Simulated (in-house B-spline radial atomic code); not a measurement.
# Br¹⁰⁺: density, ELF and screening along the radius

How do the shells of Br¹⁰⁺ show in real space, and how much do the settings move them?

The numbers are computed with in-house B-spline radial atomic code version 1 (several methods, spin-polarised, as named in each step; spherical all-electron atom at the radial basis limit), except any that are marked as measured or tabulated.

### 1 The system

- element: bromine (Z = 35)
- charge: +10
- electrons: 25
- configuration: [Ar] 3d7
- nucleus: point (non-relativistic runs) or finite (X2C runs)

The outer shells:

[Ar] 3d7
```
[Ar] core
3d [↑↓][↑↓][↑ ][↑ ][↑ ]
```

Where spins are not typed, each open shell is filled with up spins first.

### 2 LDA (VWN5), non-rel.

The run's settings:

```ini
Z = 35
electrons = 25.0
configuration = [Ar] 3d7
hamiltonian = nr
method = lda,vwn
spin_polarised = True
```

Command:

```console
python run_scf.py task.json out
```

task.json lists these runs, among others, and the program works through them in turn.

### 3 PBE, non-rel.

The run's settings:

```ini
Z = 35
electrons = 25.0
configuration = [Ar] 3d7
hamiltonian = nr
method = pbe,pbe
spin_polarised = True
```

### 4 Hartree-Fock, non-rel.

The run's settings:

```ini
Z = 35
electrons = 25.0
configuration = [Ar] 3d7
hamiltonian = nr
method = hf
spin_polarised = True
```

### 5 LDA (VWN5), X2C

The run's settings:

```ini
Z = 35
electrons = 25.0
configuration = [Ar] 3d7
hamiltonian = x2c
method = lda,vwn
spin_polarised = True
nucleus = fermi
rms_radius = 4.1629
mass_number = 79
atomic_mass = 78.918337574
speed_of_light = 137.035999084
```

**Question.** How large is the system in each run, where do the shell borders lie, and what is the highest level?

The runs gave:

| run | total energy (hartree) | highest level (eV) | radius holding 50 / 90 / 99 % (bohr) | radius at n = 0.001 (bohr) | ELF minima on the full grid (bohr) |
| --- | --- | --- | --- | --- | --- |
| LDA (VWN5), non-rel. | -2531.9307 | -283.77 | 0.346 / 0.734 / 1.10 | 1.66 | 0.072, 0.28 |
| PBE, non-rel. | -2535.2004 | -283.34 | 0.347 / 0.733 / 1.10 | 1.66 | 0.072, 0.28 |
| Hartree-Fock, non-rel. | -2534.3938 | -303.22 | 0.347 / 0.731 / 1.09 | 1.65 | 0.072, 0.28 |
| LDA (VWN5), X2C | -2563.9049 | -282.53 | 0.344 / 0.730 / 1.10 | 1.66 | 0.071, 0.28 |

**Reading.** In the first run ELF has 2 minima on the grid, which mark the borders between shells. On the record's full grid the screened charge (r times the electrostatic potential) falls from 34.9 near the nucleus to 10.00 at 1.9 bohr; far out it tends to the net charge, 10. The grid is coarse (about 19 % a step), so the places of minima are rough. For X2C runs ELF uses the non-relativistic kinetic energy density, and the fields carry no picture-change correction.

Members of this set that are not shown: 6 used exact exchange with fractional occupations of an open shell, which is unsound here.
